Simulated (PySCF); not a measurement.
# H9OPSi3: the cost of one run

Computed with PySCF 2.14.0, with density-fitted response routines of our own, on a single molecule in the gas phase. Atoms count from 0, in the outputs and in this text.

### Step 1. The molecule as given

14 atoms, charge 0, multiplicity 1; geometry from: GFN2-xTB. The atoms were then displaced at random by about 0.01 Å, so the start is not that level's minimum.

Bonds of the start (Å): Si0–O1 1.60, O1–Si2 1.61, Si2–Si3 2.35, Si3–P4 2.21, Si0–H5 1.48, Si0–H6 1.48, Si0–H7 1.43, Si2–H8 1.47, Si2–H9 1.48, Si3–H10 1.46, Si3–H11 1.48, P4–H12 1.40, P4–H13 1.35.

### Step 2. Relaxing the molecule at PBE0-D3(BJ)/def2-SVP

The job: settings as JSON, then the geometry in Å.

```
{"job": {"xc": "PBE0", "basis": "def2-SVP", "d3": "d3bj", "grid": 1, "shake": 0.01, "kind": "geom"}, "charge": 0, "multiplicity": 1}
Si    -3.039130    -0.442030    -0.035570
O     -1.537880    -0.124370     0.413150
Si    -0.262920     0.633400     1.033880
Si     1.584810    -0.501110     0.132930
P      3.457840     0.374870     0.917360
H     -3.937670    -0.149930     1.098320
H     -3.348410     0.481860    -1.150580
H     -3.029870    -1.816680    -0.437070
H     -0.359980     2.059840     0.693320
H     -0.393640     0.551160     2.510530
H      1.601970    -0.534230    -1.330170
H      1.669560    -1.921820     0.524710
H      3.336980     1.568500     0.201580
H      4.251180    -0.194550    -0.020110
```

On the command line:

```console
$ OMP_NUM_THREADS=1 python probes_run.py task.json out
```

One launch serves the whole session: the jobs run in the order shown.

**Question.** How long does this first job take on 1 thread of Arm Neoverse V2, shared host, and how much memory does it need?

About 81 s, with a peak of 0.54 GiB.
